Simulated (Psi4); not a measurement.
**AlHBr (SMILES [AlH][Br]): a chain of runs**

Wanted: a geometry optimisation (UB3LYP-D3(BJ)/3-21G), then vibrational wavenumbers, then the excited states (TDA-B3LYP/3-21G) of AlHBr. 

The results are computed with Psi4 1.11.

1 further run of the same task is left out (for a known fault of the program).

### Step 1. The molecule

AlHBr: 3 atoms, total charge 0, spin state doublet. As SMILES, `[AlH][Br]`. The coordinates come from a PBE0-D4/def2-TZVP relaxation. The run starts from this shape.

Bond lengths: Al1–Br2 2.275 Å, Al1–H3 1.602 Å. Angles: Br2–Al1–H3 115.7°.

### Step 2. A geometry optimisation at UB3LYP-D3(BJ)/3-21G (density fitting) (run 1)

run.py

```python
import psi4

psi4.set_memory('1600 MB')
psi4.set_num_threads(1)
psi4.core.set_output_file('run.log', False)

mol = psi4.geometry("""
0 2
Al    -0.296700    -0.628000    -0.239100
Br     1.584500     0.008600     0.871100
H     -1.298900     0.554600    -0.645300
""")

options = {'basis': '3-21G', 'reference': 'uks', 'geom_maxiter': 60}
psi4.set_options(options)

e_tot, wfn = psi4.optimize("b3lyp-d3bj2b", return_wfn=True)
print(f'total energy {e_tot:.8f} hartree = {e_tot * 27.211386:.5f} eV')
mol.save_xyz_file('final.xyz', False)
```

Command:

```console
$ python run.py
```

run.log:

```text
[...]
  Running in cs symmetry.
[...]
  Nuclear repulsion =  115.724118745442127
[...]
  Multiplicity = 2
[...]
  Nalpha       = 25
  Nbeta        = 24
[...]
    Number of basis functions: 38
[...]
   @DF-UKS iter   1: -2803.38496374273973   -1.41149e+00   1.69059e-02 DIIS/ADIIS
[...]
   @DF-UKS iter   7: -2803.51344733867973   -4.54747e-13   5.17738e-09 DIIS
[...]
   @S^2 Observed:                7.526298644E-01
[...]
    Orbital Energies [Eh]
    ---------------------
    Alpha Occupied:
       1Ap  -479.524787     2Ap   -62.078658     3Ap   -55.681383
       4Ap   -55.680573     1App  -55.679326     5Ap   -55.679085
       6Ap    -8.596780     7Ap    -6.386391     2App   -6.379065
       8Ap    -6.377774     9Ap    -4.149449     3App   -2.698966
      10Ap    -2.697759    11Ap    -2.695097    12Ap    -2.478916
       4App   -2.476788    13Ap    -2.475756     5App   -2.470233
      14Ap    -2.470189    15Ap    -0.754972    16Ap    -0.425096
      17Ap    -0.339452     6App   -0.293012    18Ap    -0.291760
      19Ap    -0.215110
    Alpha Virtual:
[...]
  @DF-UKS Final Energy: -2803.51344733867973
   => Energetics <=
    Nuclear Repulsion Energy =            111.5344781869532511
    One-Electron Energy =               -4129.9289689637789706
    Two-Electron Energy =                1303.6769974413878117
    DFT Exchange-Correlation Energy =     -88.7921719344065394
    Empirical Dispersion Energy =          -0.0037820688346587
    VV10 Nonlocal Energy =                  0.0000000000000000
    Total Energy =                      -2803.5134473386797254
[...]
 Multipole Moments:
 ------------------------------------------------------------------------------------
     Multipole            Electronic (a.u.)      Nuclear  (a.u.)        Total (a.u.)
 ------------------------------------------------------------------------------------
 L = 1.  Multiply by 2.5417464519 to convert [e a0] to [Debye]
 Dipole X            :          5.3904774           -6.1197255           -0.7292481
 Dipole Y            :         -0.0854904           -0.2291182           -0.3146086
 Dipole Z            :          0.0000000            0.0000000            0.0000000
 Magnitude           :                                                    0.7942174
[...]
  -Total Gradient:
     Atom            X                  Y                   Z
    ------   -----------------  -----------------  -----------------
       1        0.000113749257     0.000070751031     0.000000000000
       2       -0.000083516728    -0.000126467236     0.000000000000
       3       -0.000022171707    -0.000018734534     0.000000000000
[...]
    Final optimized geometry and variables:
    Molecular point group: cs
    Full point group: Cs
    Geometry (in Angstrom), charge = 0, multiplicity = 2:
    AL          -1.664909369205    -0.500951217730     0.000000000000
    BR           0.604255156609     0.162112256491     0.000000000000
    H           -2.743527956980     0.717192739657     0.000000000000
[...]
```

On the terminal:

```text
Some dependencies such as QCElemental have not yet finished migration to pydantic v2. If issues are encountered please downgrade pydantic or upgrade QCElemental as appropriate
Optimizer: Optimization complete!
total energy -2803.51344734 hartree = -76287.48657 eV
```

Wall time 17 s (1 thread of AMD EPYC 7R43 (Zen 3), shared host); peak memory 0.29 GiB.

Steps, from the record of the run:

```tsv
step	energy from the first frame kept (eV)	largest force (eV/Å)
0	0.0000	1.0943
1	-0.0474	0.1976
2	-0.0493	0.0370
3	-0.0494	0.0078
```

After the run. Bond lengths: Al1–Br2 2.364 Å, Al1–H3 1.627 Å. Angles: Br2–Al1–H3 115.2°.

### Step 3. The harmonic vibrations at UB3LYP-D3(BJ)/3-21G (density fitting) (run 2)

albrh.in

```
memory 1600 MB

molecule mol {
  0 2
  Al
  Br 1 2.364056
  H 1 1.627051 2 115.23494
}

set {
  reference                  uks
  t                          400.0
  rotational_symmetry_number 1
}

frequency("b3lyp-d3(bj)/3-21G")
```

Command:

```console
$ psi4 -n 1 albrh.in albrh.out
```

albrh.out:

```text
[...]
  Running in cs symmetry.
[...]
  Nuclear repulsion =  111.534476249028870
[...]
  Multiplicity = 2
[...]
  Nalpha       = 25
  Nbeta        = 24
[...]
    Number of basis functions: 38
[...]
   @DF-UKS iter   1: -2803.37993943793799   -1.46129e+00   1.71289e-02 DIIS/ADIIS
[...]
  Running in c1 symmetry.
[...]
   @DF-UKS iter  11: -2803.51344734348504   -3.18323e-12   2.15865e-09 DIIS
[...]
   @S^2 Observed:                7.526298929E-01
[...]
    Orbital Energies [Eh]
    ---------------------
    Alpha Occupied:
       1A   -479.524787     2A    -62.078658     3A    -55.681383
       4A    -55.680573     5A    -55.679326     6A    -55.679085
       7A     -8.596780     8A     -6.386391     9A     -6.379065
      10A     -6.377774    11A     -4.149449    12A     -2.698966
      13A     -2.697759    14A     -2.695097    15A     -2.478916
      16A     -2.476788    17A     -2.475757    18A     -2.470233
      19A     -2.470189    20A     -0.754972    21A     -0.425096
      22A     -0.339452    23A     -0.293012    24A     -0.291760
      25A     -0.215110
    Alpha Virtual:
[...]
  @DF-UKS Final Energy: -2803.51344734348504
   => Energetics <=
    Nuclear Repulsion Energy =            111.5344690945428567
    One-Electron Energy =               -4129.9289516241406091
    Two-Electron Energy =                1303.6769888187914148
    DFT Exchange-Correlation Energy =     -88.7921715638318574
    Empirical Dispersion Energy =          -0.0037820688470626
    VV10 Nonlocal Energy =                  0.0000000000000000
    Total Energy =                      -2803.5134473434850406
[...]
 Multipole Moments:
 ------------------------------------------------------------------------------------
     Multipole            Electronic (a.u.)      Nuclear  (a.u.)        Total (a.u.)
 ------------------------------------------------------------------------------------
 L = 1.  Multiply by 2.5417464519 to convert [e a0] to [Debye]
 Dipole X            :          1.5939668           -1.4965218            0.0974450
 Dipole Y            :         -5.1501303            5.9383466            0.7882163
 Dipole Z            :         -0.0028986            0.0027370           -0.0001616
 Magnitude           :                                                    0.7942169
[...]
  -Total Gradient:
     Atom            X                  Y                   Z
    ------   -----------------  -----------------  -----------------
       1       -0.000035292928    -0.000129168406     0.000000060729
       2        0.000097964490     0.000115444244    -0.000000172034
       3        0.000011051245     0.000026868428    -0.000000019202
[...]
  ==> Harmonic Vibrational Analysis <==
[...]
  Freq [cm^-1]                 366.9337            537.9945           1778.9988
[...]
  IR activ [km/mol]            31.6969             87.5259             143.9549
[...]
  Total E_0, Enthalpy at 0 [K]                                                        -2803.50733290 [Eh]
[...]
  Total H, Enthalpy at  400.00 [K]                                                    -2803.50122924 [Eh]
[...]
  Total G, Gibbs energy at  400.00 [K]                                                -2803.54457792 [Eh]
[...]
```

The script printed:

```text
Warning: used thermodynamics relations inappropriate for low-frequency modes: ['366.9337' '537.9945']
```

Wall time 46 s (1 thread of AMD EPYC 7R43 (Zen 3), shared host); peak memory 0.31 GiB.

### Step 4. The vertical excitations at TDA-B3LYP/3-21G (density fitting, save jk yes) (run 4)

job.py

```python
import psi4

psi4.set_memory(1600000000)
psi4.set_num_threads(1)
psi4.core.set_output_file('run.log', False)

molecule = psi4.geometry("""
0 2
Al    -0.351343    -0.645042    -0.271171
Br     1.603950     0.014278     0.882469
H     -1.359064     0.566225    -0.676912
symmetry c1
""")

psi4.set_options({
    'basis': '3-21G',
    'reference': 'uks',
    'save_jk': True,
})

from psi4.driver.procrouting.response.scf_response import tdscf_excitations
e_tot, wfn = psi4.energy("b3lyp", molecule=molecule, return_wfn=True)
states = tdscf_excitations(wfn, states=6, tda=True)
for k, s in enumerate(states, 1):
    print(f"root {k}: {s['EXCITATION ENERGY'] * 27.211386:.4f} eV  f = {s['OSCILLATOR STRENGTH (LEN)']:.4f}  {s['SYMMETRY']}")
print(f'b3lyp energy: {e_tot:.10f} Eh')
```

Command:

```console
$ python job.py
```

run.log:

```text
[...]
  Running in c1 symmetry.
[...]
  Nuclear repulsion =  111.534494315000032
[...]
  Multiplicity = 2
[...]
  Nalpha       = 25
  Nbeta        = 24
[...]
    Number of basis functions: 38
[...]
   @DF-UKS iter   1: -2803.37615740167530   -1.46129e+00   1.36871e-02 DIIS/ADIIS
[...]
   @DF-UKS iter   8: -2803.50966526528236   -6.29602e-08   8.05629e-07 DIIS
[...]
   @S^2 Observed:                7.526284067E-01
[...]
    Orbital Energies [Eh]
    ---------------------
    Alpha Occupied:
       1A   -479.524786     2A    -62.078658     3A    -55.681383
       4A    -55.680577     5A    -55.679326     6A    -55.679085
       7A     -8.596780     8A     -6.386392     9A     -6.379065
      10A     -6.377773    11A     -4.149453    12A     -2.698970
      13A     -2.697762    14A     -2.695101    15A     -2.478916
      16A     -2.476788    17A     -2.475756    18A     -2.470232
      19A     -2.470189    20A     -0.754972    21A     -0.425095
      22A     -0.339450    23A     -0.293011    24A     -0.291759
      25A     -0.215111
    Alpha Virtual:
[...]
  @DF-UKS Final Energy: -2803.50966526528236
   => Energetics <=
    Nuclear Repulsion Energy =            111.5344943150000319
    One-Electron Energy =               -4129.9293525806042453
    Two-Electron Energy =                1303.6773707841641681
    DFT Exchange-Correlation Energy =     -88.7921777838423480
    Empirical Dispersion Energy =           0.0000000000000000
    VV10 Nonlocal Energy =                  0.0000000000000000
    Total Energy =                      -2803.5096652652823650
[...]
 Multipole Moments:
 ------------------------------------------------------------------------------------
     Multipole            Electronic (a.u.)      Nuclear  (a.u.)        Total (a.u.)
 ------------------------------------------------------------------------------------
 L = 1.  Multiply by 2.5417464519 to convert [e a0] to [Debye]
 Dipole X            :          5.3905115           -6.1197249           -0.7292135
 Dipole Y            :         -0.0854916           -0.2291179           -0.3146095
 Dipole Z            :          0.0000000            0.0000000            0.0000000
 Magnitude           :                                                    0.7941860
[...]
**********                               WARNING                                **********
**********       The names of excited state variables changed between 1.5       **********
[...]
**********                               WARNING                                **********
**********  Length-gauge rotatory strengths are **NOT** gauge-origin invariant  **********
[...]
                                    Excitation Energy         Total Energy        Oscillator Strength             Rotatory Strength
[...]
Excited State    1 (1 A):   0.08564 au   532.02 nm f = 0.0278
[...]
Excited State    3 (1 A):   0.12882 au   353.69 nm f = 0.0061
[...]
Excited State    4 (1 A):   0.15870 au   287.11 nm f = 0.0076
[...]
Excited State    5 (1 A):   0.16468 au   276.67 nm f = 0.0009
[...]
Excited State    6 (1 A):   0.16665 au   273.41 nm f = 0.0020
[...]
**********                               WARNING                                **********
**********       The names of excited state variables changed between 1.5       **********
[...]
```

The script printed:

```text
root 1: 2.3305 eV  f = 0.0278  A
root 2: 3.3866 eV  f = 0.0170  A
root 3: 3.5055 eV  f = 0.0061  A
root 4: 4.3184 eV  f = 0.0076  A
root 5: 4.4813 eV  f = 0.0009  A
root 6: 4.5348 eV  f = 0.0020  A
b3lyp energy: -2803.5096652653 Eh
```

It took 11 s on 1 thread of AMD EPYC 7R43 (Zen 3), shared host; peak memory 0.25 GiB.

The roots found:

```tsv
excited state	energy (eV)	strength	label
1	2.330	0.0278	A 1
2	3.387	0.0170	A 1
3	3.505	0.0061	A 1
4	4.318	0.0076	A 1
5	4.481	0.0009	A 1
6	4.535	0.0020	A 1
```

### Step 5. Summary of results

| quantity | value |
| --- | --- |
| run 1, UB3LYP-D3(BJ)/3-21G: total energy at the end | -2803.51345 Eh |
| run 1, UB3LYP-D3(BJ)/3-21G: dipole moment | 2.02 D |
| run 1, UB3LYP-D3(BJ)/3-21G: HOMO energy (highest over α and β) | -5.85 eV |
| run 1, UB3LYP-D3(BJ)/3-21G: LUMO energy (lowest over α and β) | -3.32 eV |
| run 1, UB3LYP-D3(BJ)/3-21G: dispersion energy | -9.93 kJ/mol |
| run 1, UB3LYP-D3(BJ)/3-21G: ⟨S²⟩ | 0.753 |
| run 2, UB3LYP-D3(BJ)/3-21G: lowest harmonic wavenumber | 367 cm⁻¹ |
| run 2, UB3LYP-D3(BJ)/3-21G: highest harmonic wavenumber | 1779 cm⁻¹ |
| run 2, UB3LYP-D3(BJ)/3-21G: zero-point energy | 16.1 kJ/mol |
| run 2, UB3LYP-D3(BJ)/3-21G: ideal-gas entropy at 400 K (symmetry number 1 as used) | 68.0 cal/(mol K) |
| run 4, TDA-B3LYP/3-21G: ground-state or mean-field energy | -2803.50967 Eh |
| run 4, TDA-B3LYP/3-21G: dipole moment (B3LYP Kohn–Sham density) | 2.02 D |
| run 4, TDA-B3LYP/3-21G: HOMO energy (B3LYP Kohn–Sham orbitals) (highest over α and β) | -5.85 eV |
| run 4, TDA-B3LYP/3-21G: LUMO energy (B3LYP Kohn–Sham orbitals) (lowest over α and β) | -3.32 eV |
| run 4, TDA-B3LYP/3-21G: ⟨S²⟩ of the reference determinant | 0.753 |
| run 4, TDA-B3LYP/3-21G: lowest excitation energy | 2.33 eV |

**Reading.** The optimisation (run 1, UB3LYP-D3(BJ)/3-21G) took 4 steps and changed the energy by -0.049 eV. All 3 modes (run 2, UB3LYP-D3(BJ)/3-21G) are real, so the shape is a minimum at this level. The brightest of the 6 transitions from the ground state lies at 2.33 eV (532 nm, f = 0.028).
